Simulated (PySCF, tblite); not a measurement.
# C5H6NOPSi: geometry, infrared bands and NMR shifts

What infrared bands and NMR shifts should C5H6NOPSi (`O=Cc1pcncc1[SiH3]`) show?

Computed with tblite 0.8.0 and PySCF 2.14.0, with density-fitted response routines of our own, on a single molecule in the gas phase. Atoms count from 0, in the outputs and in this text.

**1. Starting geometry**

15 atoms, charge 0, multiplicity 1; geometry from: force field or distance geometry start.

Bonds of the start (Å): O0–C1 1.21, C1–C2 1.51, C2–P3 1.85, P3–C4 1.82, C4–N5 1.35, N5–C6 1.36, C6–C7 1.41, C7–Si8 1.89, C7–C2 1.40, C1–H9 1.11, C4–H10 1.08, C6–H11 1.10, Si8–H12 1.48, Si8–H13 1.48, Si8–H14 1.48.

**2. Optimising the geometry with GFN2-xTB**

The job: settings as JSON, then the geometry in Å.

```
{"job": {"kind": "relax", "xc": "GFN2-xTB", "basis": "xTB"}, "charge": 0, "multiplicity": 1}
O     -1.771000     2.196900     0.260000
C     -0.604900     2.137600     0.568100
C      0.263100     0.917100     0.399900
P      2.002800     1.185700     0.983900
C      2.691900    -0.458400     0.622100
N      2.012000    -1.478000     0.056800
C      0.705100    -1.379500    -0.289800
C     -0.174500    -0.290900    -0.153700
Si    -1.929800    -0.614500    -0.774600
H     -0.109500     3.008900     1.034500
H      3.731900    -0.663800     0.841300
H      0.347600    -2.326800    -0.718300
H     -2.258800     0.284700    -1.906100
H     -2.901500    -0.514300     0.339900
H     -2.008800    -1.996800    -1.286000
```

Launch:

```console
$ OMP_NUM_THREADS=1 python probes_run.py task.json out
```

One launch serves the whole session: the jobs run in the order shown.

**Question.** This job is followed by: GFN2-xTB harmonic vibrations, gas phase; GIAO PBE0/pcSseg-1 NMR shielding, non-relativistic, gas phase. Predict these results of the whole session: strongest single infrared mode (GFN2-xTB); zero-point energy (GFN2-xTB); 13C shifts against TMS (PBE0/pcSseg-1); 1H shifts against TMS (PBE0/pcSseg-1, means over atoms taken as alike); 17O shifts against H2O (PBE0/pcSseg-1); 31P shifts against H3PO4 (PBE0/pcSseg-1); 15N shifts against NH3 (PBE0/pcSseg-1); 29Si shifts against TMS (PBE0/pcSseg-1); surface potential, 1st and 99th percentile.

The runs gave:

```
                                                              quantity                                  value
                             strongest single infrared mode (GFN2-xTB)                  2317 cm⁻¹, 372 km/mol
                                          zero-point energy (GFN2-xTB)                          58.5 kcal/mol
                                13C shifts against TMS (PBE0/pcSseg-1)  202.5, 192.3, 184.3, 160.5, 144.7 ppm
1H shifts against TMS (PBE0/pcSseg-1, means over atoms taken as alike)           11.17, 10.26, 9.86, 4.76 ppm
                                17O shifts against H2O (PBE0/pcSseg-1)                              634.6 ppm
                              31P shifts against H3PO4 (PBE0/pcSseg-1)                              253.1 ppm
                                15N shifts against NH3 (PBE0/pcSseg-1)                              385.9 ppm
                               29Si shifts against TMS (PBE0/pcSseg-1)                              -70.5 ppm
                                 surface potential, 1st and 99th percentile                     -1.20 V and 1.24 V
```

Relaxing lowered the energy by 0.521 eV in 36 steps; the close pair that moved most is C2–P3, from 1.855 to 1.755 Å. All 39 modes are real, so the xTB geometry is a minimum. The strongest single mode, at 2317 cm⁻¹, moves mainly H12 and H13. Unscaled tight-binding wavenumbers are off by several per cent, some by more. Its intensities can rank the bands wrongly. C1 (aldehyde carbonyl carbon) lies farthest downfield among carbon, at 202.5 ppm; the double bond to the heteroatom, with no lone-pair donor beside it, deshields it most. At PBE0/pcSseg-1: The largest span, 1246 ppm, is at O0, where the paramagnetic term is -705 ppm. NICS(1)zz of -26 ppm above the planar ring from C2 marks a diatropic (aromatic) ring current. By nearest atom (PBE0/pcSseg-1), the HOMO sits on N5 52 %; P3 18 % and the LUMO on P3 23 %; C1, C2 about 15 % each.
